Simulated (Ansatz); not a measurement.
**CH₇AsSi₂: up Jacob's ladder to CCSD(T)**

Aim: compute CH₇AsSi₂ with functionals from several rungs and with coupled cluster, and see how far each lands from CCSD(T) at the basis-set limit for the atomisation energy.

Program: Ansatz 0.2.0, Gaussian basis. Level of theory: functionals in def2-TZVPP, the program's frozen cores in correlated methods. These are calculated values, not measurements.

The runs, in order: LDA (SPW92), PBE-D4, revPBE-D4, BLYP-D4, r2SCAN-D4, B97M-V, PBE0-D4, B3LYP-D4, r2SCANh-D4, r2SCAN0-D4, HSE06-D4, BHLYP-D4, CAM-B3LYP-D4, LC-ωPBE, ωB97X-V, ωB97M-V, B2PLYP, PBE-QIDH; CCSD(T)/def2-SVP; CCSD(T)/def2-TZVPP; MP2/def2-QZVPP; extrapolation to the limit; RPA on PBE.

### 1 The geometry

The geometry comes from an earlier relaxation with PBE0-D4 in a triple-zeta def2 set; it is a stationary point, not always the lowest conformer.

11 atoms, charge 0, spin multiplicity 1.

Atoms are counted from 1 here; the program's logs count them from 0.

Bond lengths: Si1–As2 2.355 Å, Si1–H5 1.487 Å, Si1–H6 1.488 Å, Si1–H7 1.490 Å, As2–C3 2.056 Å, As2–Si4 2.310 Å, C3–Si4 1.845 Å, C3–H8 1.086 Å, C3–H9 1.085 Å, Si4–H10 1.480 Å, Si4–H11 1.479 Å. Angles: As2–Si1–H5 109.9°, As2–Si1–H6 109.7°, As2–Si1–H7 111.2°, H5–Si1–H6 108.5°, H5–Si1–H7 109.3°, H6–Si1–H7 108.1°, Si1–As2–C3 94.2°, Si1–As2–Si4 92.0°, C3–As2–Si4 49.6°, As2–C3–Si4 72.4°, As2–C3–H8 110.5°, As2–C3–H9 115.5°, Si4–C3–H8 118.5°, Si4–C3–H9 120.4°, H8–C3–H9 112.8°, As2–Si4–C3 58.0°, As2–Si4–H10 117.6°, As2–Si4–H11 121.2° and more.

### 2 LDA

This LDA is Slater exchange with PW92 correlation.

The input, in.yaml:

```yaml
crystal:
  periodic: [false, false, false]
  atoms:
    - {symbol: Si, position_ang: [-0.973680, 1.584963, 0.171203]}
    - {symbol: As, position_ang: [-0.021396, -0.098643, 1.515419]}
    - {symbol: C, position_ang: [1.431991, -0.582519, 0.144164]}
    - {symbol: Si, position_ang: [-0.050515, -1.616122, -0.225879]}
    - {symbol: H, position_ang: [-2.444306, 1.632695, 0.384086]}
    - {symbol: H, position_ang: [-0.400561, 2.907648, 0.541526]}
    - {symbol: H, position_ang: [-0.691392, 1.345839, -1.271887]}
    - {symbol: H, position_ang: [2.279502, -1.048700, 0.637958]}
    - {symbol: H, position_ang: [1.725544, 0.217261, -0.527731]}
    - {symbol: H, position_ang: [0.021820, -3.054267, 0.116642]}
    - {symbol: H, position_ang: [-0.811607, -1.345153, -1.464899]}
basis:
  gaussian: {orbitals: def2-TZVPP}
hamiltonian: {xc: lda}
output: {orbitals: {seedname: orbitals}}
```

Further steps of the session: PBE-D4 (GGA); revPBE-D4 (GGA); BLYP-D4 (GGA); r2SCAN-D4 (meta-GGA); B97M-V (meta-GGA); PBE0-D4 (hybrid); B3LYP-D4 (hybrid); r2SCANh-D4 (hybrid); r2SCAN0-D4 (hybrid); HSE06-D4 (hybrid); BHLYP-D4 (hybrid); CAM-B3LYP-D4 (range-separated); LC-ωPBE (range-separated); ωB97X-V (range-separated); ωB97M-V (range-separated); B2PLYP (double hybrid); PBE-QIDH (double hybrid); CCSD(T) in def2-SVP; CCSD(T) in def2-TZVPP; MP2 in def2-QZVPP; RPA on PBE orbitals.

Q: Predict the results of all the runs planned. Wanted: atomisation energy, CCSD(T)/CBS; farthest beyond LDA; mean size of error, GGA; mean size of error, meta-GGA; mean size of error, hybrid; mean size of error, range-separated; mean size of error, double hybrid; gap, smallest and largest; T1 diagnostic.

**Answer**, as computed:

| quantity | value |
| --- | --- |
| atomisation energy, CCSD(T)/CBS | 3410.8 kJ/mol |
| functionals within 34.1 kJ/mol (1.0 %) | PBE-D4, BLYP-D4, r2SCAN-D4, B97M-V, PBE0-D4, B3LYP-D4, r2SCANh-D4, r2SCAN0-D4, HSE06-D4, CAM-B3LYP-D4, ωB97X-V, ωB97M-V |
| farthest beyond LDA | BHLYP-D4 (-60.9 kJ/mol) |
| mean size of error, GGA | 28.6 kJ/mol |
| mean size of error, meta-GGA | 14.7 kJ/mol |
| mean size of error, hybrid | 22.1 kJ/mol |
| mean size of error, range-separated | 24.8 kJ/mol |
| mean size of error, double hybrid | 47.7 kJ/mol |
| gap, smallest and largest | 4.70 eV (LDA (SPW92)), 11.00 eV (LC-ωPBE) |
| T1 diagnostic | 0.0120 |
| triples share of the correlation energy | 4.2 % |

LDA overbinds by 426.5 kJ/mol (13 %). PBE-D4 misses by +9.7 kJ/mol. Double hybrids carry the basis error of their MP2 part in triple zeta, and no dispersion term here, so their miss is partly the set-up's. The rungs meta-GGA, hybrid, range-separated, GGA miss on average by less than the doubt on the reference (34.1 kJ/mol), so they tie. The reference freezes the cores and leaves out relativity and excitations past (T), and its outer-core shells are covered unevenly, so misses under about 34.1 kJ/mol can't be ranked. Hartree-Fock recovers 72 % of the binding; the rest is correlation. CCSD(T) in def2-SVP is off by -260.7 kJ/mol, more than most functionals: a good method in a small basis is no reference. The gap grows from 4.7 to 11.0 eV across the functionals, mostly with the share of exact exchange. Correlated methods include outer-core shells of As, which these sets cover unevenly.
